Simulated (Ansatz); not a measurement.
# SnH2Br radical: a rigid scan of the bond length Sn2–H4

One table from this session's results is given with a row withheld; the runs are named, their logs left out.

The runs use Ansatz 0.2.0, Gaussian basis; single points in def2-TZVPP.

Levels: PBE-D4, r2SCAN-D4, PBE0-D4, B3LYP-D4, wB97M-V, Hartree-Fock, MP2, CCSD, CCSD(T). The scan takes 1.413, 1.486, 1.592, 1.716, 1.854, 2.002, 2.160 Å.

Cores are frozen in the correlated methods. Filled d shells of the heavier atoms are correlated. Core potentials replace the inner electrons past krypton, and spin-orbit coupling is left out. Orbitals are unrestricted. B3LYP uses VWN-RPA correlation.

21 further runs of the same task are left out: 21 set aside as unsound or not needed.

## The system as given

The minimum, relaxed at PBE0-D4: SMILES `[Br][SnH2]`, 4 atoms, charge 0, spin multiplicity 2.

Atoms are counted from 1 here; the program's logs count them from 0.

Bond lengths: Br1–Sn2 2.493 Å, Sn2–H3 1.723 Å, Sn2–H4 1.723 Å. Angles: Br1–Sn2–H3 105.4°, Br1–Sn2–H4 105.4°, H3–Sn2–H4 111.2°.

Geometry (Å):

```
Br   -1.97416    0.42628   -0.67094
Sn    0.42313   -0.19218   -0.37957
H     0.42671   -1.49942    0.74307
H     1.17982    1.20501    0.28714
```

Energies of the minimum (eV), from earlier single points: PBE-D4 -75899.87908, r2SCAN-D4 -75912.36551, PBE0-D4 -75902.61621, B3LYP-D4 -75913.53250, wB97M-V -75905.07652, CCSD(T) -75853.42063.

At the minimum the bond length Sn2–H4 is 1.723 Å.

The first run:

ccsdt-tzvpp/in.yaml reads:

```yaml
crystal:
  periodic: [false, false, false]
  atoms:
    - {symbol: Br, position_ang: [-1.974165, 0.426283, -0.670942]}
    - {symbol: Sn, position_ang: [0.423135, -0.192178, -0.379569]}
    - {symbol: H, position_ang: [0.426711, -1.499416, 0.743066]}
    - {symbol: H, position_ang: [1.043627, 0.953536, 0.167146]}
basis:
  gaussian: {orbitals: def2-TZVPP}
magnetization: {spin_polarized: true, initial_magnetization: 1}
correlation: {method: ccsd_t}
scf: {omitted_lower_state_checks: [cluster_reference]}
```

The command line of these runs was not kept.

Among the steps run: Sn2–H4 = 1.413 Å; Sn2–H4 = 1.486 Å; Sn2–H4 = 1.592 Å; Sn2–H4 = 1.716 Å; Sn2–H4 = 1.854 Å; Sn2–H4 = 2.002 Å; Sn2–H4 = 2.160 Å.

One table of the session follows, with a row left open; its other results are not shown here.

Energies less that of the minimum at the same level (kcal/mol):

| bond length (Å) | PBE-D4 | PBE0-D4 | B3LYP-D4 | wB97M-V | Hartree-Fock |
| --- | --- | --- | --- | --- | --- |
| 1.413 | 23.5 | 22.3 | 22.9 | 21.4 | 22.7 |
| 1.486 | ? | ? | ? | ? | ? |
| 1.592 | 3.7 | 3.0 | 3.3 | 2.6 | 2.8 |
| 1.716 | 0.0 | 0.0 | 0.0 | 0.0 | 0.0 |
| 1.723 (minimum) | 0.0 | 0.0 | 0.0 | 0.0 | 0.0 |
| 1.854 | 1.3 | 2.1 | 1.7 | 2.5 | 2.8 |
| 2.002 | 6.0 | 7.7 | 6.8 | 8.7 | 9.5 |
| 2.160 | 12.5 | 15.2 | 13.5 | 17.0 | 18.2 |

Estimate the missing values for bond length (Å) = 1.486.

Worked estimate for «PBE-D4». A straight line through the neighbours (1.413, 23.5) and (1.592, 3.7) gives 23.5 + (3.7 − 23.5) × (1.486 − 1.413) / (1.592 − 1.413) = 15.4; a parabola fitted to 3 rows on both sides gives 13.4.

The run gave: PBE-D4: 12.6; PBE0-D4: 11.6; B3LYP-D4: 12.1; wB97M-V: 10.9; Hartree-Fock: 11.6. In «PBE-D4» the line misses by +2.8 and the parabola by +0.8.

To keep in mind: A polynomial through the near points puts the CCSD(T) minimum 0.015 Å below the PBE0-D4 value. Curvature against CCSD(T): PBE-D4 -16 %, Hartree-Fock +8 %. wB97M-V follows the CCSD(T) curve best and PBE-D4 worst. 2 further points are left out, because the reference changes its state there.
